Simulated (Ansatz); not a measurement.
**GeCl+ (triplet): the correlation ladder, cc-pVTZ**

How much of the correlation energy of GeCl+ (triplet) does each wave-function method recover here?

Computed with Ansatz 0.2.0, Gaussian basis. Level: cc-pVTZ, core rule «outside noble gas», up to 19 orbitals frozen.

The runs, in order: UHF; CCSD(T) on ROHF; CCSD(T) on UHF; BCCD(T) on ROHF; CISD; CCSDT(Q) on ROHF; CCSDT(Q) on UHF.

9 further runs of the same task are left out: 4 for a known fault of the program, 5 set aside as unsound or not needed.

## 1. What is computed

The geometry is a PBE0/def2-TZVP stationary point (not a proven minimum) of the parent state, kept for this charge and spin. No spin-orbit coupling is included. The filled d shell of Ge may be among the frozen orbitals whatever the setting's name suggests; the logs give the count.

2 atoms, charge 1, spin multiplicity 3.

Atoms are counted from 1 here; the program's logs count them from 0.

Bond lengths: Ge1–Cl2 2.179 Å.

## 2. UHF

in.yaml reads:

```yaml
crystal:
  periodic: [false, false, false]
  atoms:
    - {symbol: Ge, position_ang: [0.000000, 0.000000, 0.000000]}
    - {symbol: Cl, position_ang: [0.000000, 0.000000, 2.178600]}
basis:
  gaussian: {orbitals: cc-pVTZ}
total_charge: 1
magnetization: {spin_polarized: true, initial_magnetization: 2}
hamiltonian: {xc: hf}
output: {orbitals: {seedname: orbitals}}
```

Launch:

```
ansatz run in.yaml --threads 1 --pin off --events-out ev --progress --plain --max-ram 2560MiB --backend cpu
```

Further steps of the session: CCSD(T) on ROHF; CCSD(T) on UHF; BCCD(T) on ROHF; CISD; CCSDT(Q) on ROHF; CCSDT(Q) on UHF.

Before running them: what should the planned runs give, taken together? Wanted: UCCSDT(Q) below the RHF energy; RMP2 from UCCSDT(Q); UMP2 from UCCSDT(Q); RCCSD from UCCSDT(Q); RCCSD(T) from UCCSDT(Q); UCCSD(T) from UCCSDT(Q); RCCSDT(Q) from UCCSDT(Q); T1 diagnostic.

**Answer**, as computed:

```
                         quantity                      value
   UCCSDT(Q) below the RHF energy                 -7.4242 eV
              RMP2 from UCCSDT(Q)                +1082.4 meV
              UMP2 from UCCSDT(Q)                +1119.7 meV
             RCCSD from UCCSDT(Q)                 +397.3 meV
          RCCSD(T) from UCCSDT(Q)                  +63.2 meV
          UCCSD(T) from UCCSDT(Q)                  +53.2 meV
         RCCSDT(Q) from UCCSDT(Q)                  +16.5 meV
levels within 1 kcal/mol (43 meV)  RCCSDT, UCCSDT, RCCSDT(Q)
                    T1 diagnostic                      0.034
```

RCCSD(T) lands +63.2 meV from the yardstick (0.9 % of the correlation energy). These misses are within one basis, not against nature; the frozen cores of restricted and unrestricted runs differ, which can shift their rows.
